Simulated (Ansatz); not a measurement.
# CH6O2Sn: the cost of one run

Program: the Python package of Ansatz 0.2.0. Level of theory: B3LYP/def2-SVPD. These are calculated values, not measurements.

### 1 Starting point

Bond lengths: O1–C2 1.362 Å, C2–Sn3 2.117 Å, Sn3–O4 2.083 Å, O1–H5 1.058 Å, C2–H6 1.129 Å, C2–H7 1.113 Å, Sn3–H8 1.720 Å, Sn3–H9 1.801 Å, O4–H10 0.962 Å. Angles: O1–C2–Sn3 106.4°, O1–C2–H6 111.9°, O1–C2–H7 112.5°, Sn3–C2–H6 109.5°, Sn3–C2–H7 107.9°, H6–C2–H7 108.7°, C2–O1–H5 104.3°, C2–Sn3–O4 109.7°, C2–Sn3–H8 111.4°, C2–Sn3–H9 110.1°, O4–Sn3–H8 107.4°, O4–Sn3–H9 107.3°, H8–Sn3–H9 111.0°, Sn3–O4–H10 99.4°.

The script holds or builds the structure itself.

### 2 The code

File field.py:

```python
import ansatz as az
import numpy as np


def main() -> None:
    geometry_ang = [
        ("O", (-1.9701, 0.3089, -0.0825)),
        ("C", (-0.6857, 0.6676, -0.357)),
        ("Sn", (0.5508, -0.7678, 0.5877)),
        ("O", (2.5524, -0.3171, 0.2256)),
        ("H", (-2.5568, 1.0385, -0.5746)),
        ("H", (-0.4417, 1.6954, 0.042)),
        ("H", (-0.4619, 0.6463, -1.4466)),
        ("H", (0.2607, -2.3474, -0.0288)),
        ("H", (0.3061, -0.7168, 2.371)),
        ("H", (2.5292, -0.2587, -0.734)),
    ]
    ch6o2sn = az.Crystal.molecule()
    for symbol, xyz in geometry_ang:
        ch6o2sn = ch6o2sn.atom(symbol, xyz)

    calculation = (
        ch6o2sn.calculation()
        .basis(gaussian="def2-SVPD")
        .functional("b3lyp")
        .forces()
    )
    centre = np.mean([site.position_ang for site in ch6o2sn.cartesian_sites], axis=0)
    field = 2 * 14.399645 * 4.0 / 40.0 ** 2


    def dipole(axis, sign):
        arm = 40.0 * np.eye(3)[axis]
        pair = [{"charge": sign * 4.0, "position_ang": (centre - arm).tolist()}, {"charge": -sign * 4.0, "position_ang": (centre + arm).tolist()}]
        deck = calculation.input().set(az.key.basis.gaussian.point_charges, pair)
        return np.array(az.Session.from_dict(deck).plan().execute().report["charge_distribution"]["dipole_moment_e_ang"])


    print(f"field {field:.4f} V/A")
    alpha = np.array([(dipole(axis, 1) - dipole(axis, -1)) / (2 * field) * 14.399645 for axis in range(3)])
    print("polarisability tensor (A^3)")
    print(np.array2string(alpha, precision=3, suppress_small=True))
    print(f"mean {np.trace(alpha) / 3:.3f} A^3 = {np.trace(alpha) / 3 / 0.14818471:.2f} bohr^3")


if __name__ == "__main__":
    main()
```

### 3 Running it

Run with:

```console
> python field.py
```

What time and memory should one allow on 1 thread of Arm Neoverse V1, shared host?

About 55 s, with a peak of 0.43 GiB.
